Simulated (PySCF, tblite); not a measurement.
# C5H9BF2O: infrared bands, NMR shifts and electronic excitations in gas and solvents, part 2 of 2

tblite 0.8.0 and PySCF 2.14.0. Atoms count from 0. The steps go on from the part before.

## Step 6: Excited states and response: CAM-B3LYP/def2-SVPD

What the job is given:

```
{"job": {"kind": "uv", "xc": "CAM-B3LYP", "basis": "def2-SVPD", "ip": true, "dynamic": true}, "charge": 0, "multiplicity": 1}
F      2.808901     0.402430     1.168206
C      2.774997    -0.093952    -0.082006
F      3.882421    -0.810697    -0.268099
O      1.705516    -0.923551    -0.220814
B      0.422368    -0.445230    -0.207541
C     -0.839769    -1.368449    -0.350122
C     -1.995894    -0.415666    -0.007964
C     -1.528741     0.975044    -0.457223
C     -0.044482     1.055487    -0.068354
H      2.762093     0.750470    -0.793332
H     -0.816955    -2.304894     0.227597
H     -0.890645    -1.669839    -1.415641
H     -2.151922    -0.409175     1.085234
H     -2.958177    -0.703624    -0.459584
H     -2.141063     1.786479    -0.033308
H     -1.622064     1.052365    -1.555048
H      0.059786     1.311226     1.004977
H      0.532917     1.820337    -0.612241
```

Method: TDDFT CAM-B3LYP/def2-SVPD, vertical, gas phase, core orbitals frozen in the response.

What it wrote:

```text
coarse grid: 15360 points
cycle   1  E = -494.9906857450  dE =  1.500e+00  |g| = 9.267e-01  |ddm| = 6.816e+00
cycle   2  E = -494.9570511859  dE =  3.363e-02  |g| = 1.094e+00  |ddm| = 2.036e+00
cycle   3  E = -495.1557457203  dE = -1.987e-01  |g| = 5.967e-02  |ddm| = 1.019e+00
cycle   4  E = -495.1562988031  dE = -5.531e-04  |g| = 3.521e-02  |ddm| = 1.315e-01
cycle   5  E = -495.1565694759  dE = -2.707e-04  |g| = 7.982e-03  |ddm| = 5.625e-02
cycle   6  E = -495.1565816194  dE = -1.214e-05  |g| = 2.975e-03  |ddm| = 1.293e-02
cycle   7  E = -495.1565831099  dE = -1.491e-06  |g| = 6.075e-04  |ddm| = 3.502e-03
final grid: 150016 points
cycle   8  E = -495.2428248139  dE = -5.120e-05  |g| = 5.120e-03  |ddm| = 1.130e-01
cycle   9  E = -495.2428246707  dE =  1.432e-07  |g| = 5.493e-03  |ddm| = 1.630e-02
cycle  10  E = -495.2428304463  dE = -5.776e-06  |g| = 3.995e-04  |ddm| = 6.125e-03
cycle  11  E = -495.2428304683  dE = -2.195e-08  |g| = 2.364e-04  |ddm| = 9.216e-04
cycle  12  E = -495.2428304798  dE = -1.152e-08  |g| = 4.103e-05  |ddm| = 4.003e-04
cycle  13  E = -495.2428304802  dE = -3.804e-10  |g| = 1.492e-05  |ddm| = 8.226e-05
converged SCF energy = -495.2428304802

Static polarisability (au): isotropic 75.461, principal 64.426 74.408 87.548

Singlet excitations
state   eV       nm        f      main configurations
  1   6.4605    191.9   0.00003   H->L+1 0.56, H->L 0.38
  2   7.7818    159.3   0.01550   H->L 0.56, H->L+1 0.38
  3   8.2347    150.6   0.03075   H-1->L+1 0.51, H-1->L 0.44
  4   8.4119    147.4   0.00652   H-2->L+1 0.50, H-2->L 0.39
  5   8.5790    144.5   0.02294   H-3->L+1 0.52, H-3->L 0.40
  6   8.5972    144.2   0.00285   H-1->L+1 0.35, H-1->L 0.32, H->L+3 0.09
  7   8.7123    142.3   0.00408   H-5->L+1 0.33, H-5->L 0.27, H-4->L+1 0.08
  8   8.7560    141.6   0.00261   H->L+2 0.54
  9   8.8489    140.1   0.00710   H->L+3 0.57, H->L+2 0.10
 10   8.9602    138.4   0.00899   H->L+4 0.59

Triplet excitations (Tamm-Dancoff, eV): 5.9671 7.5866 7.7430 7.9418
Vertical ionisation energy (delta-SCF) = 10.5261 eV
```

It took 12 min on 1 thread of Arm Neoverse N1, shared host; peak memory 1.3 GiB.

The orbitals next to the gap, with their largest atomic shares:

```
orbital      eV                       atoms
 HOMO−3  -11.33   C8 18 %, C5 17 %, C6 16 %
 HOMO−2  -10.97   C7 27 %, C6 26 %, C5 11 %
 HOMO−1  -10.59  C6 20 %, C7 18 %, H12 12 %
   HOMO   -9.77   B4 21 %, C8 20 %, C5 20 %
   LUMO    0.79     B4 38 %, C8 8 %, O3 8 %
 LUMO+1    1.00   B4 37 %, C5 11 %, O3 10 %
 LUMO+2    1.69   C1 12 %, C6 12 %, H9 11 %
```

With each of the 10 states as a Gaussian band of 0.4 eV half-width at 1/e, the curve within the window shown has maxima at 147 nm (ε 2,500) L/(mol cm). Beyond the last state computed it falls off for lack of states. The curve at chosen wavelengths:

nm, ε (L/mol/cm) and a bar:
```
      134        417 #####
      137        992 ############
      140       1687 ####################
      143       2252 ###########################
      146       2507 ##############################
      149       2410 #############################
      152       2047 ########################
      156       1450 #################
      159       1066 #############
      162        740 #########
      165        461 ######
      168        249 ###
      171        114 #
      174         45 #
      177         15 
      180          5 
      183          2 
      186          1 
      189          1 
      193          1 
      196          1 
      199          1 
      202          1 
      205          0 
      208          0 
      211          0
```

Further results of this job:

```
           property  computed
  dipole moment (D)      2.40
polarisability (Å³)     11.18
 HOMO–LUMO gap (eV)     10.56
      −ε(HOMO) (eV)      9.77
C6 with itself (au)      2695
```

## Step 7: NMR shieldings: CAM-B3LYP/pcSseg-1

The job, as its differences from that of step 6:

```diff
@@ -1,2 +1,2 @@
-{"job": {"kind": "uv", "xc": "CAM-B3LYP", "basis": "def2-SVPD", "ip": true, "dynamic": true}, "charge": 0, "multiplicity": 1}
+{"job": {"kind": "nmr", "xc": "CAM-B3LYP", "basis": "pcSseg-1", "pop": false}, "charge": 0, "multiplicity": 1}
 F      2.808901     0.402430     1.168206
```

With the program's defaults for keys left out, this is: GIAO CAM-B3LYP/pcSseg-1 NMR shielding, non-relativistic, gas phase.

What it wrote:

```text
coarse grid: 15360 points
cycle   1  E = -495.2773766353  dE =  1.562e+00  |g| = 9.820e-01  |ddm| = 3.594e+00
cycle   2  E = -495.2381905870  dE =  3.919e-02  |g| = 1.176e+00  |ddm| = 1.056e+00
cycle   3  E = -495.4506725338  dE = -2.125e-01  |g| = 5.605e-02  |ddm| = 5.563e-01
cycle   4  E = -495.4511316141  dE = -4.591e-04  |g| = 3.583e-02  |ddm| = 6.092e-02
cycle   5  E = -495.4514033696  dE = -2.718e-04  |g| = 7.882e-03  |ddm| = 2.847e-02
cycle   6  E = -495.4514142089  dE = -1.084e-05  |g| = 3.213e-03  |ddm| = 6.587e-03
cycle   7  E = -495.4514157949  dE = -1.586e-06  |g| = 5.640e-04  |ddm| = 2.015e-03
final grid: 150016 points
cycle   8  E = -495.5381690166  dE = -4.433e-05  |g| = 5.706e-03  |ddm| = 1.725e-02
cycle   9  E = -495.5381686882  dE =  3.285e-07  |g| = 6.166e-03  |ddm| = 7.340e-03
cycle  10  E = -495.5381755797  dE = -6.892e-06  |g| = 4.005e-04  |ddm| = 3.588e-03
cycle  11  E = -495.5381756002  dE = -2.049e-08  |g| = 2.244e-04  |ddm| = 3.789e-04
cycle  12  E = -495.5381756098  dE = -9.629e-09  |g| = 3.124e-05  |ddm| = 1.735e-04
cycle  13  E = -495.5381756101  dE = -2.407e-10  |g| = 1.243e-05  |ddm| = 3.831e-05
converged SCF energy = -495.5381756101

GIAO shielding tensors (ppm)
atom      isotropic    diamagn.    paramagn.     s11        s22        s33       span
  0 F      259.742     475.413    -215.671    159.829    266.992    352.405    192.575
  1 C       60.820     239.483    -178.662     43.379     62.855     76.227     32.848
  2 F      277.871     466.000    -188.129    190.671    293.622    349.320    158.649
  3 O      100.577     394.365    -293.788     10.644     57.208    233.880    223.236
  4 B       33.949     192.874    -158.925    -24.349     44.602     81.595    105.944
  5 C      160.925     253.480     -92.555    150.039    161.794    170.943     20.904
  6 C      154.541     247.396     -92.855    136.167    158.304    169.152     32.984
  7 C      153.575     246.867     -93.293    133.594    158.359    168.770     35.175
  8 C      162.789     254.888     -92.099    150.174    162.517    175.675     25.500
  9 H       25.042      28.250      -3.209     21.588     25.448     28.090      6.502
 10 H       30.154      30.736      -0.582     25.740     28.483     36.238     10.498
 11 H       30.613      30.695      -0.082     26.154     28.872     36.812     10.659
 12 H       29.997      30.929      -0.932     25.689     28.133     36.169     10.480
 13 H       29.463      29.032       0.431     24.804     27.177     36.409     11.605
 14 H       29.407      29.529      -0.123     24.644     27.370     36.206     11.562
 15 H       30.016      30.789      -0.773     25.465     28.382     36.200     10.735
 16 H       30.613      32.416      -1.803     25.294     29.852     36.693     11.399
 17 H       30.370      32.362      -1.992     25.368     29.918     35.824     10.456
```

It took 73 s on 1 thread of Arm Neoverse N1, shared host; peak memory 1 GiB.

This run: δ C1 121.6, C6 28.4, C5 20.6, F0 -79.7, H9 6.29, H12 1.61 ppm (means over like atoms).

## Step 8: NMR shieldings: PBE0/pcSseg-1 in benzene

The job, as its differences from that of step 7:

```diff
@@ -1,2 +1,2 @@
-{"job": {"kind": "nmr", "xc": "CAM-B3LYP", "basis": "pcSseg-1", "pop": false}, "charge": 0, "multiplicity": 1}
+{"job": {"kind": "nmr", "xc": "PBE0", "basis": "pcSseg-1", "solvent": "benzene", "pop": true}, "charge": 0, "multiplicity": 1}
 F      2.808901     0.402430     1.168206
```

Level: GIAO PBE0/pcSseg-1 NMR shielding, non-relativistic, IEF-PCM benzene.

What it wrote:

```text
coarse grid: 15360 points
cycle   1  E = -494.9661351642  dE =  1.307e+00  |g| = 9.169e-01  |ddm| = 3.630e+00
cycle   2  E = -494.8577364518  dE =  1.084e-01  |g| = 1.246e+00  |ddm| = 1.187e+00
cycle   3  E = -495.1197749884  dE = -2.620e-01  |g| = 5.563e-02  |ddm| = 6.856e-01
cycle   4  E = -495.1200876834  dE = -3.127e-04  |g| = 4.018e-02  |ddm| = 6.182e-02
cycle   5  E = -495.1204305799  dE = -3.429e-04  |g| = 7.950e-03  |ddm| = 3.098e-02
cycle   6  E = -495.1204402784  dE = -9.698e-06  |g| = 3.263e-03  |ddm| = 6.375e-03
cycle   7  E = -495.1204420569  dE = -1.779e-06  |g| = 3.693e-04  |ddm| = 1.918e-03
final grid: 150016 points
cycle   8  E = -495.1946528970  dE = -4.907e-05  |g| = 1.120e-02  |ddm| = 2.948e-02
cycle   9  E = -495.1946290987  dE =  2.380e-05  |g| = 1.581e-02  |ddm| = 1.791e-02
cycle  10  E = -495.1946795281  dE = -5.043e-05  |g| = 1.208e-03  |ddm| = 1.032e-02
cycle  11  E = -495.1946797943  dE = -2.663e-07  |g| = 2.914e-04  |ddm| = 9.277e-04
cycle  12  E = -495.1946798071  dE = -1.276e-08  |g| = 9.229e-05  |ddm| = 2.099e-04
cycle  13  E = -495.1946798083  dE = -1.179e-09  |g| = 2.203e-05  |ddm| = 6.211e-05
cycle  14  E = -495.1946798084  dE = -8.220e-11  |g| = 5.275e-06  |ddm| = 1.803e-05
converged SCF energy = -495.1946798084

GIAO shielding tensors (ppm)
atom      isotropic    diamagn.    paramagn.     s11        s22        s33       span
  0 F      262.382     474.607    -212.226    163.727    271.371    352.047    188.320
  1 C       64.543     240.254    -175.711     47.841     66.552     79.236     31.395
  2 F      280.794     465.775    -184.980    195.288    297.279    349.816    154.528
  3 O      103.255     393.326    -290.071     12.724     62.237    234.805    222.082
  4 B       37.308     192.602    -155.294    -19.746     48.593     83.078    102.824
  5 C      162.904     254.556     -91.652    151.994    163.871    172.847     20.854
  6 C      156.542     248.383     -91.842    137.546    160.764    171.316     33.770
  7 C      155.616     247.817     -92.201    135.107    160.908    170.833     35.726
  8 C      164.553     255.812     -91.259    152.197    164.164    177.298     25.101
  9 H       24.846      27.789      -2.943     21.354     25.223     27.961      6.607
 10 H       30.064      30.781      -0.717     25.595     28.317     36.280     10.686
 11 H       30.459      30.639      -0.179     25.935     28.619     36.824     10.889
 12 H       29.885      30.842      -0.958     25.523     27.976     36.155     10.632
 13 H       29.377      29.254       0.124     24.628     27.046     36.458     11.831
 14 H       29.321      29.653      -0.332     24.465     27.233     36.264     11.798
 15 H       29.897      30.756      -0.859     25.295     28.211     36.185     10.890
 16 H       30.503      32.225      -1.722     25.128     29.674     36.707     11.579
 17 H       30.169      32.200      -2.031     25.083     29.635     35.790     10.708
```

Run time: 61 s. Hardware: 1 thread of Arm Neoverse N1, shared host; peak memory 1 GiB.

In short: δ C1 120.3, C6 28.8, C5 21.1, F0 -92.8, H9 6.41, H12 1.64 ppm (means over like atoms).

## Step 9: Nuclear shieldings: PBE0/pcSseg-1 in water

The job, as its differences from that of step 8:

```diff
@@ -1,2 +1,2 @@
-{"job": {"kind": "nmr", "xc": "PBE0", "basis": "pcSseg-1", "solvent": "benzene", "pop": true}, "charge": 0, "multiplicity": 1}
+{"job": {"kind": "nmr", "xc": "PBE0", "basis": "pcSseg-1", "solvent": "water", "pop": false}, "charge": 0, "multiplicity": 1}
 F      2.808901     0.402430     1.168206
```

Method: GIAO PBE0/pcSseg-1 NMR shielding, non-relativistic, IEF-PCM water.

What it wrote:

```text
coarse grid: 15360 points
cycle   1  E = -494.9721929020  dE =  1.301e+00  |g| = 9.102e-01  |ddm| = 3.630e+00
cycle   2  E = -494.8718067819  dE =  1.004e-01  |g| = 1.221e+00  |ddm| = 1.154e+00
cycle   3  E = -495.1233458900  dE = -2.515e-01  |g| = 5.414e-02  |ddm| = 6.605e-01
cycle   4  E = -495.1236405931  dE = -2.947e-04  |g| = 3.914e-02  |ddm| = 6.038e-02
cycle   5  E = -495.1239682918  dE = -3.277e-04  |g| = 7.186e-03  |ddm| = 2.961e-02
cycle   6  E = -495.1239758782  dE = -7.586e-06  |g| = 3.174e-03  |ddm| = 5.747e-03
cycle   7  E = -495.1239775307  dE = -1.653e-06  |g| = 3.080e-04  |ddm| = 1.801e-03
final grid: 150016 points
cycle   8  E = -495.1981714349  dE = -4.948e-05  |g| = 1.110e-02  |ddm| = 2.938e-02
cycle   9  E = -495.1981495310  dE =  2.190e-05  |g| = 1.547e-02  |ddm| = 1.741e-02
cycle  10  E = -495.1981975568  dE = -4.803e-05  |g| = 1.175e-03  |ddm| = 9.906e-03
cycle  11  E = -495.1981978079  dE = -2.510e-07  |g| = 2.777e-04  |ddm| = 8.910e-04
cycle  12  E = -495.1981978196  dE = -1.170e-08  |g| = 8.978e-05  |ddm| = 2.022e-04
cycle  13  E = -495.1981978207  dE = -1.114e-09  |g| = 2.138e-05  |ddm| = 6.114e-05
cycle  14  E = -495.1981978208  dE = -7.628e-11  |g| = 5.233e-06  |ddm| = 1.778e-05
converged SCF energy = -495.1981978208

GIAO shielding tensors (ppm)
atom      isotropic    diamagn.    paramagn.     s11        s22        s33       span
  0 F      265.838     474.906    -209.068    166.292    277.152    354.070    187.779
  1 C       64.327     240.419    -176.092     48.810     65.873     78.297     29.487
  2 F      284.627     466.177    -181.551    198.433    303.012    352.435    154.001
  3 O      107.770     393.802    -286.032     19.748     67.882    235.679    215.931
  4 B       36.981     192.571    -155.590    -21.211     49.343     82.811    104.022
  5 C      163.368     254.827     -91.460    152.384    164.360    173.359     20.975
  6 C      156.772     248.481     -91.709    137.490    161.100    171.725     34.234
  7 C      155.948     247.969     -92.021    135.274    161.424    171.147     35.874
  8 C      164.604     256.039     -91.434    152.551    164.231    177.031     24.481
  9 H       24.631      27.402      -2.771     21.088     24.997     27.810      6.722
 10 H       30.131      30.846      -0.715     25.652     28.394     36.346     10.694
 11 H       30.387      30.605      -0.218     25.845     28.529     36.787     10.942
 12 H       29.855      30.862      -1.008     25.494     27.944     36.126     10.632
 13 H       29.387      29.276       0.111     24.619     27.064     36.478     11.859
 14 H       29.342      29.693      -0.351     24.477     27.253     36.297     11.819
 15 H       29.832      30.747      -0.915     25.237     28.121     36.138     10.902
 16 H       30.493      32.262      -1.769     25.106     29.686     36.687     11.581
 17 H       30.005      32.066      -2.061     24.848     29.431     35.734     10.886
```

Run time: 54 s. Hardware: 1 thread of Arm Neoverse N1, shared host; peak memory 1 GiB.

Key values: δ C1 121.2, C6 29.1, C5 21.5, F0 -94.6, H9 6.61, H12 1.64 ppm (means over like atoms).

## Step 10: TDDFT and polarisability: CAM-B3LYP/def2-SVPD in benzene

The job, as its differences from that of step 9:

```diff
@@ -1,2 +1,2 @@
-{"job": {"kind": "nmr", "xc": "PBE0", "basis": "pcSseg-1", "solvent": "water", "pop": false}, "charge": 0, "multiplicity": 1}
+{"job": {"kind": "uv", "xc": "CAM-B3LYP", "basis": "def2-SVPD", "solvent": "benzene", "nstates": 6, "ntriplets": 0}, "charge": 0, "multiplicity": 1}
 F      2.808901     0.402430     1.168206
```

Method: TDDFT CAM-B3LYP/def2-SVPD, vertical, IEF-PCM benzene (non-equilibrium linear response), core orbitals frozen in the response.

What it wrote:

```text
coarse grid: 15360 points
cycle   1  E = -494.9957807493  dE =  1.495e+00  |g| = 9.206e-01  |ddm| = 6.814e+00
cycle   2  E = -494.9667198484  dE =  2.906e-02  |g| = 1.075e+00  |ddm| = 2.004e+00
cycle   3  E = -495.1585109176  dE = -1.918e-01  |g| = 5.875e-02  |ddm| = 1.008e+00
cycle   4  E = -495.1590530059  dE = -5.421e-04  |g| = 3.448e-02  |ddm| = 1.311e-01
cycle   5  E = -495.1593127773  dE = -2.598e-04  |g| = 7.514e-03  |ddm| = 5.519e-02
cycle   6  E = -495.1593235476  dE = -1.077e-05  |g| = 2.885e-03  |ddm| = 1.230e-02
cycle   7  E = -495.1593249484  dE = -1.401e-06  |g| = 5.840e-04  |ddm| = 3.316e-03
final grid: 150016 points
cycle   8  E = -495.2455561868  dE = -5.130e-05  |g| = 5.093e-03  |ddm| = 1.126e-01
cycle   9  E = -495.2455561744  dE =  1.240e-08  |g| = 5.416e-03  |ddm| = 1.631e-02
cycle  10  E = -495.2455617596  dE = -5.585e-06  |g| = 3.956e-04  |ddm| = 6.066e-03
cycle  11  E = -495.2455617812  dE = -2.160e-08  |g| = 2.347e-04  |ddm| = 9.147e-04
cycle  12  E = -495.2455617927  dE = -1.146e-08  |g| = 3.888e-05  |ddm| = 3.971e-04
cycle  13  E = -495.2455617930  dE = -3.478e-10  |g| = 1.480e-05  |ddm| = 7.939e-05
converged SCF energy = -495.2455617930

Static polarisability (au): isotropic 84.817, principal 73.212 84.527 96.712

Singlet excitations
state   eV       nm        f      main configurations
  1   6.4538    192.1   0.00003   H->L+1 0.59, H->L 0.35
  2   7.7936    159.1   0.02442   H->L 0.58, H->L+1 0.35
  3   8.1811    151.5   0.04364   H-1->L+1 0.55, H-1->L 0.40
  4   8.3920    147.7   0.00944   H-2->L+1 0.54, H-2->L 0.37
  5   8.5499    145.0   0.02986   H-3->L+1 0.56, H-3->L 0.37
  6   8.5528    145.0   0.00320   H-1->L 0.36, H-1->L+1 0.32, H-1->L+2 0.13
```

Run time: 2.1 min. Hardware: 1 thread of Arm Neoverse N1, shared host; peak memory 1.3 GiB.

Key values: HOMO -9.63 eV, LUMO 0.94 eV; lowest singlet 6.45 eV.

## Step 11: Run by run: NMR shifts

Shifts (ppm) of some atoms, chosen among heavy atoms and hydrogens apart, means over like atoms, with basis size and wall time:

```
                     run     C1    C5    H9   H10     F0     O3    B4  functions  time
           PBE0/pcSseg-1  119.7  20.8  6.28  0.93  -91.3  234.8  63.1        198  58 s
      CAM-B3LYP/pcSseg-1  121.6  20.6  6.29  0.89  -79.7  238.0  65.4        198  73 s
PBE0/pcSseg-1 in benzene  120.3  21.1  6.41  0.96  -92.8  235.5  63.7        198  61 s
  PBE0/pcSseg-1 in water  121.2  21.5  6.61  0.99  -94.6  235.4  64.4        198  54 s
```

The continuum's effect on the ground state:

```
solvent      ε  polarisation energy (Eh)  μ (D)
benzene   2.27                   -0.0028   2.41
  water  78.36                   -0.0070   2.68
```

## Step 12: Side by side: electronic excitations

Excitations and ground-state properties, with basis size and wall time:

```
                           run  lowest singlet (eV)  brightest (eV)      f  gap (eV)  α (Å³)  μ (D)  functions     time
           CAM-B3LYP/def2-SVPD                 6.46            8.23  0.031     10.56   11.18   2.40        261   12 min
CAM-B3LYP/def2-SVPD in benzene                 6.45            8.18  0.044     10.57   12.57   2.65        261  2.1 min
```

## Step 13: Results

This closing draws on all 2 parts.

| quantity | value |
| --- | --- |
| strongest single infrared mode (GFN2-xTB) | 1116 cm⁻¹, 221 km/mol |
| zero-point energy (GFN2-xTB) | 87.9 kcal/mol |
| point group | C1 |
| rotational constants (main isotopes) | 3.92, 0.84, 0.76 GHz |
| ¹³C shifts against TMS (PBE0/pcSseg-1, means over atoms taken as alike) | 119.7, 28.5, 20.8 ppm |
| ¹H shifts against TMS (PBE0/pcSseg-1, means over atoms taken as alike) | 6.28, 1.63, 0.93 ppm |
| ¹⁹F shifts against CFCl3 (PBE0/pcSseg-1, means over atoms taken as alike) | -91.3 ppm |
| ¹⁷O shifts against H2O (PBE0/pcSseg-1) | 234.8 ppm |
| ¹¹B shifts against BF3·OEt2 (PBE0/pcSseg-1) | 63.1 ppm |
| lowest singlet (CAM-B3LYP/def2-SVPD) | 6.46 eV (192 nm), f = 0.000 |
| brightest single state of those computed | state 3, 8.23 eV, f = 0.031 |
| lowest triplet | 5.97 eV |
| vertical ionisation energy (ΔSCF) | 10.53 eV |
| range of the shift of F0 (PBE0/pcSseg-1 runs) | -94.6 to -91.3 ppm |
| range of the lowest singlet | 6.45 to 6.46 eV |

**Reading.** Relaxing lowered the energy by 1.517 eV in 101 steps; the close pair that moved most is O3–B4, from 1.449 to 1.354 Å (GFN2-xTB). All 48 modes are real, so the xTB geometry is a minimum. The strongest single mode, at 1116 cm⁻¹, moves mainly B4. Unscaled tight-binding wavenumbers are off by several per cent, some by more. Its intensities can rank the bands wrongly. Over 15 steps the energy fell by 0.194 eV; of the close pairs, C1–O3 changed most, 1.310 to 1.361 Å (PBE0/def2-SVP). The most deshielded hydrogen is H9 (hydrogen on an sp3 CH bonded to 2 F and O), at 6.28 ppm: its carbon carries F and O, which withdraws density. At PBE0/pcSseg-1: The largest span, 228 ppm, is at O3, where the paramagnetic term is -293 ppm. The lowest singlet, at 6.46 eV, is HOMO→LUMO+1 0.56, HOMO→LUMO 0.38 and is dark; of the 10 states computed, the strongest absorption comes from state 3 at 8.23 eV. The lowest triplet lies 0.49 eV below the lowest singlet (triplets in Tamm-Dancoff, singlets in full TDDFT). ΔSCF puts the ionisation energy at 10.53 eV, 0.76 eV above −ε(HOMO). At one level, PBE0/pcSseg-1: Across the 3 runs the shift of F0 (with its like atoms) moves most, between -94.6 (PBE0/pcSseg-1 in water) and -91.3 ppm (PBE0/pcSseg-1). The continuum holds electrostatics alone: no hydrogen bonds to the solvent, and the gas-phase geometry is kept.
